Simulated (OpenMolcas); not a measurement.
# Nb³⁺ among point charges: CASSCF and CASPT2 levels and susceptibility

How does a field of 6 point charges split the states of Nb³⁺, and what χT follows?

The numbers are computed with OpenMolcas 26.06 (state-averaged CASSCF and CASPT2, spin-orbit coupling by RASSI with atomic mean-field integrals), except any that are marked as measured or tabulated.

## Step 1: The atom as given

```
Species                           : Nb³⁺ (niobium, Z = 41, 38 electrons)
Basis                             : ANO-RCC-VDZP [6s5p3d1f], 43 functions
Scalar Hamiltonian                : DKH2, point nucleus
Inactive shells                   : 1s 2s 2p 3s 3p 3d 4s 4p
Active space                      : 2 electrons in 5 orbitals (4d)
Some configurations of this space : 4d2
Orbitals                          : optimised for each spin and parity, averaged over all roots
```

The outer shells:

4d2
```
4d [↑ ][↑ ][  ][  ][  ]
```

The ion sits among 6 point charges of -1.5 e arranged as an octahedron (Oh), 1.99 Å from the ion.

The work runs as a chain of OpenMolcas steps in one folder; each step below is one input file. Labels, J, g values, rates, χT and fits are worked out afterwards by a script from the matrices that RASSI stores. The input lists half of the charges; inversion (Group=XYZ) makes the rest.

## Step 2: GATEWAY and SEWARD: basis and integrals

File a.inp:

```
&GATEWAY
Coord
1

Nb 0.0 0.0 0.0
Basis=ANO-RCC-VDZP
Group=XYZ
NoMove
AngMom=0.0 0.0 0.0
AMFI
XField
3 Angstrom 0
1.990000 0.000000 0.000000 -1.500000
0.000000 1.990000 0.000000 -1.500000
0.000000 0.000000 1.990000 -1.500000
&SEWARD
```

Started as:

```bash
> OMP_NUM_THREADS=1 MOLCAS_MEM=1689 MOLCAS_PROJECT=a pymolcas a.inp > a.log
```

## Step 3: CASSCF: triplets of even parity, 10 roots

File a.inp:

```
&RASSCF
FileOrb=start.orb
Symmetry=1
Spin=3
nActEl=2 0 0
Inactive=9 9
Ras2=5 0
CIRoot=10 10 1
SDav=10
CIMx=300
Iter=120 100
PrWF=0.3
OrbListing=Nothing
MaxOrb=0
>>> COPY $Project.JobIph JOB001
```

start.orb holds the contracted functions of the basis, ordered by shell, or the orbitals of the step before.

## Step 4: Reference wave functions, singlets of even parity, 15 roots

File a.inp:

```
&RASSCF
FileOrb=start.orb
Symmetry=1
Spin=1
nActEl=2 0 0
Inactive=9 9
Ras2=5 0
CIRoot=15 15 1
SDav=15
CIMx=300
Iter=120 100
PrWF=0.3
OrbListing=Nothing
MaxOrb=0
>>> COPY $Project.JobIph JOB002
```

## Step 5: RASSI: spin-orbit coupling between the states

File a.inp:

```
&RASSI
NrOfJobIphs=2 10 15
1 2 3 4 5 6 7 8 9 10
1 2 3 4 5 6 7 8 9 10 11 12 13 14 15
IphNames
JOB001
JOB002
EJob
SpinOrbit
DIPRint=1.0
SOCoupling=1000.0
Subsets=2
Property=9
'ANGMOM' 1 'ANGMOM' 2 'ANGMOM' 3 'MLTPL  1' 1 'MLTPL  1' 2 'MLTPL  1' 3
'AMFI' 1 'AMFI' 2 'AMFI' 3
SOProperty=3
'ANGMOM' 1 'ANGMOM' 2 'ANGMOM' 3
```

## Step 6: CASPT2: IPEA 0.25, imaginary shift 0.1 (closed shells correlated: 4s 4p)

File a.inp:

```
>>> COPY JOB001 $Project.JobIph
&CASPT2
Multistate=10 1 2 3 4 5 6 7 8 9 10
NoMult
Frozen=8 6
IPEA=0.25
Imaginary=0.1
MaxIter=60
WThr=0.0 0.3 0.05
PrWF=0.5
NoMix
>>> COPY JOB002 $Project.JobIph
&CASPT2
Multistate=15 1 2 3 4 5 6 7 8 9 10 11 12 13 14 15
NoMult
Frozen=8 6
IPEA=0.25
Imaginary=0.1
MaxIter=60
WThr=0.0 0.3 0.05
PrWF=0.5
NoMix
```

(Steps that only read results are left out.)

Before running it: what results should come out? Wanted: spin-free ground state; first state of the same spin within the active space; lowest level; next level.

**Answer**, as computed:

| quantity | value |
| --- | --- |
| method | SS-CASPT2, IPEA 0.25, imaginary shift 0.1 (closed shells correlated: 4s 4p) |
| spin-free ground state | 3T1, 3-fold in its orbital part |
| first state of the same spin within the active space | 3T2 at 13800 cm⁻¹ |
| lowest level | 2-fold E, g = 0.00, 0.00, 0.00 |
| next level | 44.5 cm⁻¹ |
| χT at 300 K | 0.41 cm³ K/mol |
| effective moment at 300 K | 1.82 μB |

Cost by method:

```csv
method,time of its own steps,time with the reference
A. CASSCF,5.2 s,5.2 s
"B. SS-CASPT2, IPEA 0.25, imaginary shift 0.1, +4s 4p",2 s,7.2 s
```

Times are of one thread on a shared host.

**Reading.** The spin-free ground state (3T1) comes to 93 % from free-ion F terms and keeps the highest spin of the shell. χT at 300 K is 0.41, against 1.00 cm³ K/mol for the spin alone, so spin-orbit coupling lowers it. A ligand-field fit to the states below 45000 cm-1 gives 10Dq = 15838 cm-1, B = 586 cm-1 and C = 2462 cm-1 (C/B = 4.20), with a deviation of 407 cm-1. CASPT2 does not keep the components of a term degenerate, and the means are used. The field of point charges can differ much from that of real complexes. This is an electrostatic model: the charges have no orbitals.
